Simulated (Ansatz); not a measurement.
# ClFH4OSn: the cost of one run

Program: Ansatz 0.2.0. Level of theory: RKS PBE/def2-SVP. These are calculated values, not measurements.

## (1) Starting point

Bond lengths: Sn1–H3 1.740 Å, Sn1–Cl4 2.408 Å, Sn1–O5 1.959 Å, O5–H6 1.010 Å, Sn1–F7 2.170 Å. Angles: H3–Sn1–Cl4 109.5°, H3–Sn1–O5 109.5°, H3–Sn1–F7 75.6°, Cl4–Sn1–O5 109.5°, Cl4–Sn1–F7 64.5°, O5–Sn1–F7 173.5°, Sn1–O5–H6 109.5°.

Structure file:

```xyz
8

Sn    0.0000    0.0000    0.0000
H     0.0000    0.0000    2.0900
H     1.6408    0.0000   -0.5794
Cl   -1.1351    1.9666   -0.8025
O    -0.9232   -1.5994   -0.6527
H    -1.3778   -2.0650    0.1197
F     0.8135    1.8918    0.6842
H     0.4281    0.9956    1.8933
```

## (2) A restrained relaxation towards end A

Springs on the bonds that form and break draw the guess towards this end; the thresholds are loose.

input.yaml

```yaml
crystal:
  periodic: [false, false, false]
  atoms:
    - { symbol: Sn, position_ang: [0.0, 0.0, 0.0] }
    - { symbol: H, position_ang: [0.0, 0.0, 2.09] }
    - { symbol: H, position_ang: [1.6408, 0.0, -0.5794] }
    - { symbol: Cl, position_ang: [-1.1351, 1.9666, -0.8025] }
    - { symbol: O, position_ang: [-0.9232, -1.5994, -0.6527] }
    - { symbol: H, position_ang: [-1.3778, -2.065, 0.1197] }
    - { symbol: F, position_ang: [0.8135, 1.8918, 0.6842] }
    - { symbol: H, position_ang: [0.4281, 0.9956, 1.8933] }
basis:
  gaussian: { orbitals: def2-SVP }
hamiltonian:
  xc: pbe
relax:
  f_tol: 0.15
  max_steps: 25
  restrain:
    - { distance: [0, 6], at: 3.07, k: 30.0 }
    - { distance: [7, 1], at: 1.86, k: 30.0 }
    - { distance: [0, 1], at: 1.74, k: 30.0 }
    - { distance: [7, 6], at: 0.92, k: 30.0 }
output:
  orbitals: {}
```

Run with:

```
ansatz run input.yaml --threads 2 --pin off --max-ram 3072MiB --backend cpu --events-out ev --progress --plain --runs-dir out
```

**Question.** How long does this run take on 2 threads of Arm Neoverse V2, shared host, and how much memory does it need?

About 17 s, with a peak of 0.15 GiB.
